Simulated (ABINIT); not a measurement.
# ScSi2 (P6/mmm) in ABINIT: notebook

Aim: see how the results for ScSi2 move with the level of theory and the settings. Levels: PBEsol, PBE. Tasks: optical spectrum, phonons at a zone-boundary q.

Everything below comes from runs of ABINIT 10.8.3 (patched build). Logs are shortened: lines on timing, memory, paths and dates and some standing lists are left out, and cuts for length are marked. The log counts tension as positive stress, the text compression.

### Step 1. The crystal as given

It takes space group P6/mmm (No. 191, hexagonal). Conventional cell: a = 3.660 Å, b = 3.660 Å, c = 3.870 Å, α = 90.00°, β = 90.00°, γ = 120.00°. Around Sc (site symmetry 6/mmm) lie 12 Si at 2.87 Å. Si (site symmetry -6m2) is surrounded by 3 Si at 2.11 Å.

### Step 2. Optical spectrum, PBEsol

File run.abi:

```
# Datasets
ndtset 3

# Pseudopotentials
pp_dirpath "./"
pseudos "Sc.upf, Si.upf"

# Structure
acell 3.66 3.66 3.87 Angstrom
rprim
     1.0000000000     0.0000000000     0.0000000000
    -0.5000000000     0.8660254038     0.0000000000
     0.0000000000     0.0000000000     1.0000000000
ntypat 2
znucl 21 14
natom 3
typat 1 2 2
xred
            0.0            0.0            0.0
            2/3            1/3            1/2
            1/3            2/3            1/2

# Plane-wave basis
ecut 1061.244064 eV

# k points
ngkpt 8 8 8
nshiftk 1
shiftk 0.0 0.0 0.5
istwfk *1

# Exchange and correlation
ixc -116133

# Bands and occupations
occopt 3
tsmear 0.00183747

# SCF cycle
nstep 80

# Output
iomode 3
prteig 0
prtebands 0

# Dataset 1: ground state
nband1 14
tolvrs1 1.0e-12
prtden1 1
prtwf1 0
kptopt1 1

# Dataset 2: empty bands at fixed density
iscf2 -3
getden2 1
nband2 26
nbdbuf2 4
tolwfr2 1.0e-12
nstep2 120
prtden2 0
kptopt2 1

# Dataset 3: wave functions and velocity matrix elements in the full zone
optdriver3 8
wfk_task3 "wfk_optics_fullbz"
getwfk3 2
nband3 22
kptopt3 1
prtevk3 1
inclvkb3 2
```

File optic.abi:

```
&FILES
 ddkfile_1 = 'runo_DS3_1_EVK.nc',
 ddkfile_2 = 'runo_DS3_2_EVK.nc',
 ddkfile_3 = 'runo_DS3_3_EVK.nc',
 wfkfile = 'runo_DS3_WFK.nc'
/
&PARAMETERS
 broadening = 0.007350,
 domega = 0.002,
 maxomega = 0.8,
 scissor = 0.000000,
 tolerance = 0.002
/
&COMPUTATIONS
 num_lin_comp = 2,
 lin_comp = 11,33,
 num_nonlin_comp = 0
/
```

Potentials or basis: PseudoDojo NC SR PBEsol v0.4.1 standard.

Launch:

```bash
$ abinit run.abi > log 2>&1
$ optic optic.abi > optic.log 2>&1
```

run.abo:

```text
.Version 10.8.3 of ABINIT
 DATASET    1 : space group P6/m m m (#191); Bravais hP (primitive hexag.)
================================================================================
 Values of the parameters that define the memory need for DATASET  1.
     intxc =       0    ionmov =       0      iscf =       7    lmnmax =       6
     lnmax =       6     mgfft =      45  mpssoang =       3    mqgrid =    3001
     natom =       3  nloc_mem =       1    nspden =       1   nspinor =       1
    nsppol =       1      nsym =      24    n1xccc =    2501    ntypat =       2
    occopt =       3   xclevel =       2
       mpw =        3538          nfft =       72000          nkpt =          40
================================================================================
================================================================================
[... 13 lines left out ...]
 DATASET    3 : space group P6/m m m (#191); Bravais hP (primitive hexag.)
================================================================================
 Values of the parameters that define the memory need for DATASET  3.
     intxc =       0    ionmov =       0      iscf =       7    lmnmax =       6
     lnmax =       6     mgfft =      45  mpssoang =       3    mqgrid =    3001
     natom =       3  nloc_mem =       1    nspden =       1   nspinor =       1
    nsppol =       1      nsym =      24    n1xccc =    2501    ntypat =       2
    occopt =       3   xclevel =       2
       mpw =        3538          nfft =       72000          nkpt =          40
================================================================================
================================================================================

--------------------------------------------------------------------------------
------------- Echo of variables that govern the present computation ------------
--------------------------------------------------------------------------------
 -outvars: echo values of preprocessed input variables --------
            acell      6.9163976208E+00  6.9163976208E+00  7.3132401073E+00 Bohr
              amu      4.49559100E+01  2.80855000E+01
             ecut      3.90000000E+01 Hartree
           getden1          0
           getden2          1
           getden3          0
           getwfk1          0
           getwfk2          0
           getwfk3          2
             iscf1          7
             iscf2         -3
             iscf3          7
              ixc     -116133
           jdtset        1    2    3
         kptrlatt        8    0    0      0    8    0      0    0    8
          kptrlen      5.53311810E+01
            natom           3
            nband1         14
            nband2         26
            nband3         22
           nbdbuf1          0
           nbdbuf2          4
           nbdbuf3          0
           ndtset           3
            ngfft          40      40      45
             nkpt          40
            nstep1         80
            nstep2        120
            nstep3         80
             nsym          24
           ntypat           2
           occopt           3
        optdriver1          0
        optdriver2          0
        optdriver3          8
           prtden1          1
           prtden2          0
           prtden3          1
        prtebands           0
           prteig           0
           prtevk1          0
           prtevk2          0
           prtevk3          1
            prtwf1          0
            prtwf2          1
            prtwf3          1
            rprim      1.0000000000E+00  0.0000000000E+00  0.0000000000E+00
                      -5.0000000000E-01  8.6602540380E-01  0.0000000000E+00
                       0.0000000000E+00  0.0000000000E+00  1.0000000000E+00
           shiftk      0.00000000E+00  0.00000000E+00  5.00000000E-01
          spgroup         191
           tolvrs1     1.00000000E-12
           tolvrs2     0.00000000E+00
           tolvrs3     0.00000000E+00
           tolwfr1     0.00000000E+00
           tolwfr2     1.00000000E-12
           tolwfr3     0.00000000E+00
           tsmear      1.83747000E-03 Hartree
            typat      1  2  2
         wfk_task1          0
         wfk_task2          0
         wfk_task3          7
           xangst      0.0000000000E+00  0.0000000000E+00  0.0000000000E+00
                       1.8300000000E+00  1.0565509926E+00  1.9350000000E+00
                       1.0610358598E-17  2.1131019853E+00  1.9350000000E+00
            xcart      0.0000000000E+00  0.0000000000E+00  0.0000000000E+00
                       3.4581988104E+00  1.9965920141E+00  3.6566200536E+00
                       2.0050671848E-17  3.9931840283E+00  3.6566200536E+00
             xred      0.0000000000E+00  0.0000000000E+00  0.0000000000E+00
                       6.6666666667E-01  3.3333333333E-01  5.0000000000E-01
                       3.3333333333E-01  6.6666666667E-01  5.0000000000E-01
            znucl       21.00000   14.00000

================================================================================

 chkinp: Checking input parameters for consistency, jdtset=   1.

 chkinp: Checking input parameters for consistency, jdtset=   2.
[... 6 lines left out ...]
--- !DatasetInfo
[... 189 lines left out ...]
--------------------------------------------------------------------------------

================================================================================

--- !BeginCycle
iteration_state: {dtset: 2, }
solver: {iscf: -3, nstep: 120, nline: 4, wfoptalg: 0, }
tolerances: {tolwfr: 1.00E-12, }
...

     iter   Etot(hartree)      deltaE(h)  residm     vres2
 Non-SCF case, kpt    1 (  0.00000  0.00000  0.06250), residuals and eigenvalues=
  9.68E-13  3.61E-13  1.81E-13  3.36E-13  3.37E-13  6.67E-13  5.90E-13  3.59E-13
  3.07E-13  4.63E-13  3.51E-13  1.84E-13  7.82E-13  4.40E-13  9.38E-13  6.63E-13
  5.32E-13  2.96E-13  8.54E-13  6.96E-13  6.41E-13  9.03E-13  6.57E-10  2.00E-07
  8.00E-07  1.67E-04
 -1.4491E+00 -6.7017E-01 -6.6717E-01 -6.6717E-01 -1.4381E-01  2.2055E-01
  2.3813E-01  2.3813E-01  2.9981E-01  3.9107E-01  3.9107E-01  4.0799E-01
  4.3937E-01  4.3937E-01  4.5911E-01  4.5911E-01  5.1648E-01  6.2922E-01
  6.6552E-01  6.6552E-01  7.3364E-01  9.2138E-01  9.3855E-01  9.3855E-01
  9.8135E-01  9.8261E-01
 prteigrs : prtvol=0 or 1, do not print more k-points.

--- !ResultsGS
iteration_state: {dtset: 2, }
comment   : Summary of ground state results
lattice_vectors:
- [  6.9163976,   0.0000000,   0.0000000, ]
- [ -3.4581988,   5.9897760,   0.0000000, ]
- [  0.0000000,   0.0000000,   7.3132401, ]
lattice_lengths: [   6.91640,    6.91640,    7.31324, ]
lattice_angles: [ 90.000,  90.000, 120.000, ] # degrees, (23, 13, 12)
lattice_volume:   3.0297052E+02
convergence: {deltae:  0.000E+00, res2:  0.000E+00, residm:  9.990E-13, diffor:  0.000E+00, }
etotal    :  -5.68121093E+01
entropy   :   0.00000000E+00
fermie    :   3.64446507E-01
cartesian_stress_tensor: null
pressure_GPa: null
xred      :
- [  0.0000E+00,   0.0000E+00,   0.0000E+00, Sc]
- [  6.6667E-01,   3.3333E-01,   5.0000E-01, Si]
- [  3.3333E-01,   6.6667E-01,   5.0000E-01, Si]
cartesian_forces: null
force_length_stats: {min: null, max: null, mean: null, }
...

 Integrated electronic density in atomic spheres:
 ------------------------------------------------
 Atom  Sphere_radius  Integrated_density
    1        2.00000          8.51954339
    2        2.00000          2.01940482
    3        2.00000          2.01940482
================================================================================

 ----iterations are completed or convergence reached----

 Mean square residual over all n,k,spin=   53.039E-14; max=  99.901E-14
 reduced coordinates (array xred) for    3 atoms
       0.000000000000      0.000000000000      0.000000000000
       0.666666666667      0.333333333333      0.500000000000
       0.333333333333      0.666666666667      0.500000000000

 cartesian coordinates (angstrom) at end:
    1      0.00000000000000     0.00000000000000     0.00000000000000
    2      1.83000000000000     1.05655099263600     1.93500000000000
    3      0.00000000000000     2.11310198527200     1.93500000000000
 length scales=  6.916397620822  6.916397620822  7.313240107263 bohr
              =  3.660000000000  3.660000000000  3.870000000000 angstroms
 Eigenvalues (hartree) for nkpt=  40  k points:
 kpt#   1, nband= 26, wtk=  0.00391, kpt=  0.0000  0.0000  0.0625 (reduced coord)
  -1.44912   -0.67017   -0.66717   -0.66717   -0.14381    0.22055    0.23813    0.23813
   0.29981    0.39107    0.39107    0.40799    0.43937    0.43937    0.45911    0.45911
   0.51648    0.62922    0.66552    0.66552    0.73364    0.92138    0.93855    0.93855
   0.98135    0.98261
      occupation numbers for kpt#   1
   2.00000    2.00000    2.00000    2.00000    2.00000    2.00000    2.00000    2.00000
   2.00000    0.00000    0.00000    0.00000    0.00000    0.00000    0.00000    0.00000
   0.00000    0.00000    0.00000    0.00000    0.00000    0.00000    0.00000    0.00000
   0.00000    0.00000
 prteigrs : prtvol=0 or 1, do not print more k-points.

--- !EnergyTerms
iteration_state     : {dtset: 2, }
comment             : Components of total free energy in Hartree
kinetic             :  2.14404778291887E+01
hartree             :  1.11523488257983E+01
xc                  : -1.13644267885373E+01
Ewald energy        : -4.27028974540025E+01
psp_core            :  1.83867582311681E+00
local_psp           : -4.06575026605313E+01
non_local_psp       :  3.48162147113735E+00
internal            : -5.68117029538299E+01
'-kT*entropy'       : -4.06816503558297E-04
total_energy        : -5.68121097703334E+01
...

--- !EnergyTermsDC
iteration_state     : {dtset: 2, }
comment             : '"Double-counting" decomposition of free energy'
band_energy         : -5.18824641512812E+00
Ewald energy        : -4.27028974540025E+01
psp_core            :  1.83867582311681E+00
xc_dc               : -1.07592344043512E+01
internal            : -5.68117024503650E+01
'-kT*entropy'       : -4.06816503558297E-04
total_energy_dc     : -5.68121092668686E+01
...

================================================================================
== DATASET  3 ==================================================================

--- !DatasetInfo
iteration_state: {dtset: 3, }
dimensions: {natom: 3, nkpt: 40, mband: 22, nsppol: 1, nspinor: 1, nspden: 1, mpw: 3538, }
cutoff_energies: {ecut:  39.0, pawecutdg:  -1.0, }
electrons: {nelect:   1.90000000E+01, charge:   0.00000000E+00, occopt:   3.00000000E+00, tsmear:   1.83747000E-03, }
meta: {optdriver: 8, wfk_task: 7, }
...

 mkfilename : getwfk/=0, take file _WFK from output of DATASET   2.

--------------------------------------------------------------------------------

 Computation of velocity matrix elements (DDK)

 Parameters extracted from the Abinit header:
    ecut:     39.0
    nkpt:    512
    mband:   26
    nsppol:  1
    nspinor: 1
    useylm:  0
    inclvkb: 2
    bmin: 1, bmax: 26
    Computing diagonal and off-diagonal matrix elements
    Between band index bmin: 1, bmax: 26

== END DATASET(S) ==============================================================
================================================================================

 -outvars: echo values of variables after computation  --------
            acell      6.9163976208E+00  6.9163976208E+00  7.3132401073E+00 Bohr
           etotal1    -5.6812109267E+01
           etotal2    -5.6812109267E+01
           etotal3     0.0000000000E+00
            fcart1     2.5954216542E-29  1.4984673907E-29 -0.0000000000E+00
                      -1.2977108271E-28  1.4984673907E-29 -0.0000000000E+00
                       1.0381686617E-28 -2.9969347814E-29 -0.0000000000E+00
            fcart3     0.0000000000E+00  0.0000000000E+00  0.0000000000E+00
                       0.0000000000E+00  0.0000000000E+00  0.0000000000E+00
                       0.0000000000E+00  0.0000000000E+00  0.0000000000E+00
            rprim      1.0000000000E+00  0.0000000000E+00  0.0000000000E+00
                      -5.0000000000E-01  8.6602540380E-01  0.0000000000E+00
                       0.0000000000E+00  0.0000000000E+00  1.0000000000E+00
           strten1    -1.1296277483E-03 -1.1296277485E-03  1.0515355325E-04
                       0.0000000000E+00  0.0000000000E+00  0.0000000000E+00
           strten3     0.0000000000E+00  0.0000000000E+00  0.0000000000E+00
                       0.0000000000E+00  0.0000000000E+00  0.0000000000E+00
           xangst      0.0000000000E+00  0.0000000000E+00  0.0000000000E+00
                       1.8300000000E+00  1.0565509926E+00  1.9350000000E+00
                       1.0610358598E-17  2.1131019853E+00  1.9350000000E+00
             xred      0.0000000000E+00  0.0000000000E+00  0.0000000000E+00
                       6.6666666667E-01  3.3333333333E-01  5.0000000000E-01
                       3.3333333333E-01  6.6666666667E-01  5.0000000000E-01
 Calculation completed.
```

It took 3.6 min on 1 thread of Intel Xeon Platinum 8375C at 2.90GHz (Ice Lake), shared host; peak memory 0.82 GiB.

Results:

| Property | Result |
| --- | --- |
| Free energy | -1545.9362 eV |
| Pressure | 21.1 GPa |

Dielectric function (mean over the directions given):
| energy (eV) | real part | imaginary part |
| --- | --- | --- |
| 0.33 | 47.06 | 39.82 |
| 1.31 | 13.73 | 25.69 |
| 2.29 | -0.79 | 21.78 |
| 3.37 | 2.50 | 10.03 |
| 4.35 | 1.79 | 10.47 |
| 5.44 | -0.40 | 9.22 |
| 6.42 | -2.13 | 7.55 |
| 7.51 | -4.04 | 6.30 |
| 8.49 | -3.58 | 3.35 |
| 9.58 | -2.89 | 1.62 |
| 10.56 | -2.04 | 1.15 |
| 11.65 | -1.32 | 0.72 |
| 12.63 | -0.92 | 0.64 |
| 13.71 | -0.68 | 0.43 |
| 14.69 | -0.43 | 0.31 |
| 15.78 | -0.19 | 0.23 |
| 16.76 | 0.01 | 0.15 |
| 17.85 | 0.17 | 0.11 |
| 18.83 | 0.29 | 0.09 |
| 19.92 | 0.41 | 0.07 |

Caveat: the intraband (Drude) term is left out; spectra need much finer meshes, so this one isn't converged; independent-particle spectra lack excitons; so large a pressure means that the cell lies far from this level's equilibrium, or that cutoff or potentials fall short.

(Continued in part 2 of 2.)
